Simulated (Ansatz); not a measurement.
# CHCl₂I: up Jacob's ladder to CCSD(T)

An exercise on one series of results from a longer session: the logs are not shown, and one member is left open.

Method: functionals in def2-TZVPP, the program's frozen cores in correlated methods; program: Ansatz 0.2.0, Gaussian basis.

Levels to be run: LDA (SPW92), PBE-D4, revPBE-D4, BLYP-D4, r2SCAN-D4, B97M-V, PBE0-D4, B3LYP-D4, r2SCANh-D4, r2SCAN0-D4, HSE06-D4, BHLYP-D4, CAM-B3LYP-D4, LC-ωPBE, ωB97X-V, ωB97M-V, B2PLYP, PBE-QIDH; CCSD(T)/def2-SVP; CCSD(T)/def2-TZVPP; MP2/def2-QZVPP; extrapolation to the limit; RPA on PBE.

### The relaxed structure

The geometry comes from an earlier relaxation with PBE0-D4 in a triple-zeta def2 set; it is a stationary point. I takes the def2 core potential; no spin-orbit term is included.

SMILES `ClC(Cl)I`, 5 atoms, charge 0, spin multiplicity 1.

Atoms are counted from 1 here; the program's logs count them from 0.

Bond lengths: Cl1–C2 1.753 Å, C2–Cl3 1.753 Å, C2–I4 2.146 Å, C2–H5 1.084 Å. Angles: Cl1–C2–Cl3 111.6°, Cl1–C2–I4 111.6°, Cl1–C2–H5 108.1°, Cl3–C2–I4 111.6°, Cl3–C2–H5 108.1°, I4–C2–H5 105.5°.

Coordinates:

```xyz
5
charge 0, multiplicity 1
Cl   -0.4774   -0.0072    1.6860
C     0.1238    0.0586    0.0404
Cl    1.1970   -1.2828   -0.3098
I    -1.4792    0.1795   -1.3818
H     0.6855    0.9783   -0.0762
```

Set-up of the first run:

in.yaml reads:

```yaml
crystal:
  periodic: [false, false, false]
  atoms:
    - {symbol: Cl, position_ang: [-0.477421, -0.007243, 1.685984]}
    - {symbol: C, position_ang: [0.123829, 0.058617, 0.040382]}
    - {symbol: Cl, position_ang: [1.197013, -1.282841, -0.309779]}
    - {symbol: I, position_ang: [-1.479166, 0.179547, -1.381814]}
    - {symbol: H, position_ang: [0.685545, 0.978320, -0.076173]}
basis:
  gaussian: {orbitals: def2-TZVPP}
hamiltonian: {xc: lda}
output: {orbitals: {seedname: orbitals}}
```

Steps of the session up to this table: LDA; PBE-D4 (GGA); revPBE-D4 (GGA); BLYP-D4 (GGA); r2SCAN-D4 (meta-GGA); B97M-V (meta-GGA); PBE0-D4 (hybrid); B3LYP-D4 (hybrid); r2SCANh-D4 (hybrid); r2SCAN0-D4 (hybrid); HSE06-D4 (hybrid); BHLYP-D4 (hybrid); CAM-B3LYP-D4 (range-separated); LC-ωPBE-D4 (range-separated; the results give it without D4); ωB97X-V (range-separated); ωB97M-V (range-separated); B2PLYP (double hybrid); PBE-QIDH (double hybrid).

One table of the session follows, with a row left open; its other results are not shown here.

It belongs to the step «Orbital energies across the functionals». 

```
  functional  HOMO (eV)  LUMO (eV)  gap (eV)
 LDA (SPW92)      -6.75      -3.05      3.70
      PBE-D4      -6.58      -2.85      3.73
   revPBE-D4      -6.53      -2.77      3.75
     BLYP-D4      -6.40      -2.74      3.66
   r2SCAN-D4      -6.89      -2.77      4.13
      B97M-V      -6.92      -2.67      4.25
     PBE0-D4      -7.78      -1.97      5.81
    B3LYP-D4      -7.52      -2.20      5.32
  r2SCANh-D4      -7.33      -2.43      4.90
  r2SCAN0-D4      -7.98      -1.93      6.05
    HSE06-D4      -7.39      -2.35      5.04
    BHLYP-D4          ?          ?         ?
CAM-B3LYP-D4      -9.07      -0.88      8.18
     LC-ωPBE     -10.46       0.30     10.76
     ωB97X-V     -10.10       0.17     10.26
     ωB97M-V      -9.95       0.06     10.01
```

**Question.** Estimate the row for BHLYP-D4.

Worked estimate for «HOMO (eV)». Against the share of exact exchange, BLYP-D4 (0, -6.40), B3LYP-D4 (0.2, -7.52) give a slope of -5.60 per unit share; at 0.5 the line stands at -9.20.

**Answer.** HOMO (eV): -8.81; LUMO (eV): -1.00; gap (eV): 7.80. In «HOMO (eV)» the line misses by -0.39.
